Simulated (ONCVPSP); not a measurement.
**Pseudopotential generation for Pm: ONCV, PBE**

Do these settings give a usable potential? It is generated, then checked for transferability, scattering, ghosts and hardness.

Program: ONCVPSP 4.0.1. Reference atom: PBE, scalar-relativistic, spherical and spin-unpolarised. All values are calculated.

### Step 1. The design

The settings as typed:

- element: promethium (Pm, Z = 61)
- type: optimised norm-conserving Vanderbilt (ONCV)
- frozen core: [Kr] 4d10
- valence charge: 15
- reference configuration: 4f5 5s2 5p6 6s1 (charge +1)
- partial waves: 5s+6s: rc 2.45 bohr, ncon 4, nbas 8, qcut 4.2 1/bohr, 3 projectors, debl 3.2 Ha; 5p: rc 1.80 bohr, ncon 3, nbas 7, qcut 4.2 1/bohr, 2 projectors, debl 2.1 Ha; d scattering state at 0.41 Ha: rc 2.45 bohr, ncon 4, nbas 7, qcut 3.7 1/bohr, 2 projectors, debl 3.3 Ha; 4f: rc 1.15 bohr, ncon 4, nbas 8, qcut 13.8 1/bohr, local
- local potential: the f channel
- core correction: polynomial model core, fcfact 0.35

### Step 2. The generation run

The input, Pm.dat:

```
# ATOM AND REFERENCE CONFIGURATION
# atsym  z   nc   nv     iexc    psfile
  Pm 61.00    9    4        4      upf
#
#   n    l    f
    1    0    2.00
    2    0    2.00
    2    1    6.00
    3    0    2.00
    3    1    6.00
    3    2   10.00
    4    0    2.00
    4    1    6.00
    4    2   10.00
    4    3    5.00
    5    0    2.00
    5    1    6.00
    6    0    1.00
#
# PSEUDOPOTENTIAL AND OPTIMIZATION
# lmax
    3
#
#   l,   rc,      ep,       ncon, nbas, qcut
    0    2.45    0.00    4    8    4.20
    1    1.80    0.00    3    7    4.20
    2    2.45    0.41    4    7    3.70
    3    1.15    0.00    4    8   13.80
#
# LOCAL POTENTIAL
# lloc, lpopt,  rc(5),   dvloc0
    3    5    1.15    0.00
#
# VANDERBILT-KLEINMAN-BYLANDER PROJECTORs
# l, nproj, debl
    0    3    3.20
    1    2    2.10
    2    2    3.30
    3    0    3.80
#
# MODEL CORE CHARGE
# icmod, fcfact, rcfact
    1    0.35    0.00
#
# LOG DERIVATIVE ANALYSIS
# epsh1, epsh2, depsh
   -3.00    5.00    0.02
#
# OUTPUT GRID
# rlmax, drl
    6.00    0.01
#
# TEST CONFIGURATIONS
# ncnf
    4
# nvcnf
#   n    l    f
    4
    4    3    5.00
    5    0    2.00
    5    1    6.00
    6    0    2.00
#
    4
    4    3    5.00
    5    0    2.00
    5    1    6.00
    6    0    0.00
#
    4
    4    3    4.00
    5    0    2.00
    5    1    6.00
    6    0    0.00
#
    4
    4    3    4.00
    5    0    2.00
    5    1    6.00
    6    0    2.00
#
```

Command:

```bash
$ oncvpsp.x < Pm.dat > Pm.out
```

Q: Predict the outcome of this session. Wanted: cutoffs for 1 and 0.1 mHa per electron, occupied waves; bound ghosts; GHOST(+) flags; largest test error; largest phase difference near zero energy, channels read; rms error of d²Exc/dn², without and with the model core; projector energies reset by the program.

**Answer**, as computed:

```
                                                quantity                             value
  cutoffs for 1 and 0.1 mHa per electron, occupied waves                   85 Ha and 95 Ha
                                            bound ghosts  s at -292.08 eV, p at -142.32 eV
                                          GHOST(+) flags                        d at 96 eV
                            largest test error (AE − PS)      +75 meV, for 4f4 5s2 5p6 6s2
largest phase difference near zero energy, channels read                         0.009 rad
 rms error of d²Exc/dn², without and with the model core                 8.78 and 2.61 mHa
                 projector energies reset by the program                d: 0.050, 3.350 Ha
```

In words: It has a bound ghost (s, p), a state that the atom doesn't have, and that rules the file out. The worst unpolarised test, 4f4 5s2 5p6 6s2, is off by 75 meV on 2.9 eV; by total energies transferability rates as fair. The potential is very hard: the looser tolerance needs 85 Ha. At the looser tolerance the 4f wave is the slowest; 5p needs 16 Ha. Near zero energy the phases of the channels with partial waves agree within 0.009 rad. The program also flags highly localised states, GHOST(+) (d). All of this concerns the isolated atom, not yet a solid.
